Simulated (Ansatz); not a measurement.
# C5H15MoNO4: how energies converge with the basis set

The task here is to estimate one member of a computed series from the others.

Computed with Ansatz 0.2.0, Gaussian basis. Level: one geometry, several basis sets.

The runs, in order: PBE0-D4/def2-SVP; ωB97M-V/def2-SVP; PBE0-D4/def2-QZVPP; ωB97M-V/def2-QZVPP; the functionals' def2-TZVPP values are taken from earlier runs.

1 further run of the same task is left out (for a known fault of the program).

### The relaxed structure

The geometry comes from an earlier relaxation with PBE0-D4 in a triple-zeta def2 set; it is a stationary point, not always the lowest conformer. Mo takes the def2 core potential; no spin-orbit term is included.

SMILES `C[N]=[Mo]([O]C)([O]C)([O]C)[O]C`, 26 atoms, charge 0, spin multiplicity 1.

Atoms are counted from 1 here; the program's logs count them from 0.

Bond lengths: C1–N2 1.413 Å, C1–H12 1.095 Å, C1–H13 1.095 Å, C1–H14 1.095 Å, N2–Mo3 1.700 Å, Mo3–O4 1.931 Å, Mo3–O6 1.872 Å, Mo3–O8 1.930 Å, Mo3–O10 1.894 Å, O4–C5 1.394 Å, C5–H15 1.097 Å, C5–H16 1.098 Å, C5–H17 1.095 Å, O6–C7 1.390 Å, C7–H18 1.096 Å, C7–H19 1.094 Å, C7–H20 1.097 Å, O8–C9 1.397 Å and more. Angles: N2–C1–H12 110.7°, N2–C1–H13 110.5°, N2–C1–H14 110.1°, H12–C1–H13 108.4°, H12–C1–H14 108.6°, H13–C1–H14 108.4°, C1–N2–Mo3 171.0°, N2–Mo3–O4 105.2°, N2–Mo3–O6 109.2°, N2–Mo3–O8 97.8°, N2–Mo3–O10 108.5°, O4–Mo3–O6 83.3°, O4–Mo3–O8 84.7°, O4–Mo3–O10 146.0°, O6–Mo3–O8 152.5°, O6–Mo3–O10 89.8°, O8–Mo3–O10 86.4°, Mo3–O4–C5 127.5° and more.

Set-up of the first run:

The input, in.yaml:

```yaml
crystal:
  periodic: [false, false, false]
  atoms:
    - {symbol: C, position_ang: [-0.497946, -2.817960, -1.156456]}
    - {symbol: N, position_ang: [-0.170622, -1.541377, -0.646573]}
    - {symbol: Mo, position_ang: [0.202848, 0.077217, -0.286129]}
    - {symbol: O, position_ang: [-1.478164, 0.885388, 0.212462]}
    - {symbol: C, position_ang: [-2.404436, 0.414405, 1.141708]}
    - {symbol: O, position_ang: [-0.005405, 1.116099, -1.829377]}
    - {symbol: C, position_ang: [-1.024869, 1.756418, -2.523856]}
    - {symbol: O, position_ang: [0.460410, -0.131068, 1.614774]}
    - {symbol: C, position_ang: [0.698378, 0.990785, 2.413123]}
    - {symbol: O, position_ang: [2.081106, 0.298514, -0.396812]}
    - {symbol: C, position_ang: [3.132415, -0.384121, 0.210510]}
    - {symbol: H, position_ang: [-1.530483, -2.837234, -1.519939]}
    - {symbol: H, position_ang: [0.165960, -3.080341, -1.986739]}
    - {symbol: H, position_ang: [-0.389049, -3.576006, -0.373791]}
    - {symbol: H, position_ang: [-1.905825, 0.016942, 2.034461]}
    - {symbol: H, position_ang: [-3.014004, -0.390966, 0.711458]}
    - {symbol: H, position_ang: [-3.070718, 1.230446, 1.441340]}
    - {symbol: H, position_ang: [-1.353268, 1.143770, -3.371313]}
    - {symbol: H, position_ang: [-0.666992, 2.718459, -2.903161]}
    - {symbol: H, position_ang: [-1.875424, 1.926895, -1.852905]}
    - {symbol: H, position_ang: [0.784656, 0.679264, 3.458631]}
    - {symbol: H, position_ang: [1.629149, 1.499790, 2.125028]}
    - {symbol: H, position_ang: [-0.120800, 1.718916, 2.334925]}
    - {symbol: H, position_ang: [2.877047, -0.636123, 1.247793]}
    - {symbol: H, position_ang: [3.351605, -1.316359, -0.323974]}
    - {symbol: H, position_ang: [4.030132, 0.241947, 0.204810]}
basis:
  gaussian: {orbitals: def2-SVP}
hamiltonian: {xc: pbe0, dispersion: d4}
output: {orbitals: {seedname: orbitals}}
```

Command:

```
> ansatz run in.yaml --threads 11 --pin off --events-out ev --progress --plain --max-ram 174080MiB --backend cpu
```

Steps of the session up to this table: PBE0-D4 in def2-SVP; ωB97M-V in def2-SVP; PBE0-D4 in def2-QZVPP; ωB97M-V in def2-QZVPP.

One of the session's tables, all rows but one given; the rest of the session is left out.

It belongs to the step «Functionals by basis». 

| functional | basis | HOMO (eV) | LUMO (eV) |
| --- | --- | --- | --- |
| PBE0-D4 | def2-SVP | ? | ? |
| PBE0-D4 | def2-TZVPP | -7.21 | -2.07 |
| PBE0-D4 | def2-QZVPP | -7.23 | -2.08 |
| ωB97M-V | def2-SVP | -9.47 | 0.01 |
| ωB97M-V | def2-TZVPP | -9.53 | -0.04 |
| ωB97M-V | def2-QZVPP | -9.55 | -0.05 |

Q: Estimate the row for PBE0-D4, def2-SVP from the others.

**Answer.** HOMO (eV): -7.14; LUMO (eV): -2.03. In the column «HOMO (eV)» it is the highest.
